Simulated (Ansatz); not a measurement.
# Cl2F2H3NSi2: taking an electron away

An exercise on one series of results from a longer session: the logs are not shown, and one member is left open.

The runs use Ansatz 0.2.0, Gaussian basis; unrestricted cation, the program's frozen cores in correlated methods.

The runs, in order: UKS PBE-D4/def2-TZVPP; UKS r2SCAN-D4/def2-TZVPP; UKS PBE0-D4/def2-TZVPP; UKS B3LYP-D4/def2-TZVPP; UKS wB97X-V/def2-TZVPP; UKS wB97M-V/def2-TZVPP; UKS B2PLYP/def2-TZVPP; UHF-CCSD(T)/def2-TZVPP; UHF-MP2/def2-QZVPP; extrapolation to the limit; then −ε(HOMO) from the neutral's earlier runs with LDA (SPW92), PBE-D4, revPBE-D4, BLYP-D4, r2SCAN-D4, B97M-V, PBE0-D4, B3LYP-D4, r2SCANh-D4, r2SCAN0-D4, HSE06-D4, BHLYP-D4, CAM-B3LYP-D4, LC-ωPBE, ωB97X-V, ωB97M-V.

### The geometry

The geometry comes from an earlier relaxation with PBE0-D4 in a triple-zeta def2 set; it is a stationary point, not always the lowest conformer.

SMILES `F[SiH2]N[Si](F)(Cl)Cl`, 10 atoms, charge 0, spin multiplicity 1.

Atoms are counted from 1 here; the program's logs count them from 0.

Bond lengths: F1–Si2 1.596 Å, Si2–N3 1.722 Å, Si2–H8 1.478 Å, Si2–H9 1.475 Å, N3–Si4 1.694 Å, N3–H10 1.011 Å, Si4–F5 1.580 Å, Si4–Cl6 2.028 Å, Si4–Cl7 2.025 Å. Angles: F1–Si2–N3 111.3°, F1–Si2–H8 106.8°, F1–Si2–H9 107.6°, N3–Si2–H8 108.1°, N3–Si2–H9 109.0°, H8–Si2–H9 114.1°, Si2–N3–Si4 129.2°, Si2–N3–H10 115.6°, Si4–N3–H10 115.2°, N3–Si4–F5 107.3°, N3–Si4–Cl6 113.2°, N3–Si4–Cl7 111.4°, F5–Si4–Cl6 107.3°, F5–Si4–Cl7 109.4°, Cl6–Si4–Cl7 108.0°.

The first run:

in.yaml reads:

```yaml
crystal:
  periodic: [false, false, false]
  atoms:
    - {symbol: F, position_ang: [-1.301748, -2.084038, 0.893060]}
    - {symbol: Si, position_ang: [-0.462301, -0.795310, 1.318150]}
    - {symbol: N, position_ang: [0.559220, -0.262187, 0.038034]}
    - {symbol: Si, position_ang: [0.232594, 0.846865, -1.199709]}
    - {symbol: F, position_ang: [-1.325322, 1.107760, -1.198484]}
    - {symbol: Cl, position_ang: [1.145487, 2.636844, -0.928388]}
    - {symbol: Cl, position_ang: [0.792844, 0.124998, -3.006993]}
    - {symbol: H, position_ang: [0.396191, -1.200245, 2.451136]}
    - {symbol: H, position_ang: [-1.423555, 0.275050, 1.642077]}
    - {symbol: H, position_ang: [1.469589, -0.700838, -0.005883]}
basis:
  gaussian: {orbitals: def2-TZVPP}
total_charge: 1
magnetization: {spin_polarized: true, initial_magnetization: 1}
hamiltonian: {xc: pbe, dispersion: d4}
```

Run with:

```console
ansatz run in.yaml --threads 2 --pin off --events-out ev --progress --plain --max-ram 32768MiB --backend cpu
```

Steps of the session up to this table: Cation, UKS PBE-D4/def2-TZVPP; Cation, UKS r2SCAN-D4/def2-TZVPP; Cation, UKS PBE0-D4/def2-TZVPP; Cation, UKS B3LYP-D4/def2-TZVPP; Cation, UKS wB97X-V/def2-TZVPP; Cation, UKS wB97M-V/def2-TZVPP; Cation, UKS B2PLYP (frozen core)/def2-TZVPP; Cation, UHF-CCSD(T)/def2-TZVPP; Cation, UHF-MP2/def2-QZVPP.

One table of the session follows, with a row left open; its other results are not shown here.

Orbital estimates, from the neutral's runs:

| functional | −ε(HOMO) (eV) |
| --- | --- |
| LDA (SPW92) | 7.63 |
| PBE-D4 | ? |
| revPBE-D4 | 7.37 |
| BLYP-D4 | 7.27 |
| r2SCAN-D4 | 7.78 |
| B97M-V | 7.88 |
| PBE0-D4 | 8.89 |
| B3LYP-D4 | 8.60 |
| r2SCANh-D4 | 8.32 |
| r2SCAN0-D4 | 9.13 |
| HSE06-D4 | 8.48 |
| BHLYP-D4 | 10.20 |
| CAM-B3LYP-D4 | 10.27 |
| LC-ωPBE | 11.71 |
| ωB97X-V | 11.31 |
| ωB97M-V | 11.19 |

**Question.** Estimate the row for PBE-D4.

**Answer.** −ε(HOMO) (eV): 7.44. In the column «−ε(HOMO) (eV)» it lies between revPBE-D4 (7.37) and LDA (SPW92) (7.63).

To keep in mind: The cation may have settled in a state other than its lowest; no search over hole states beyond the program's own was made.
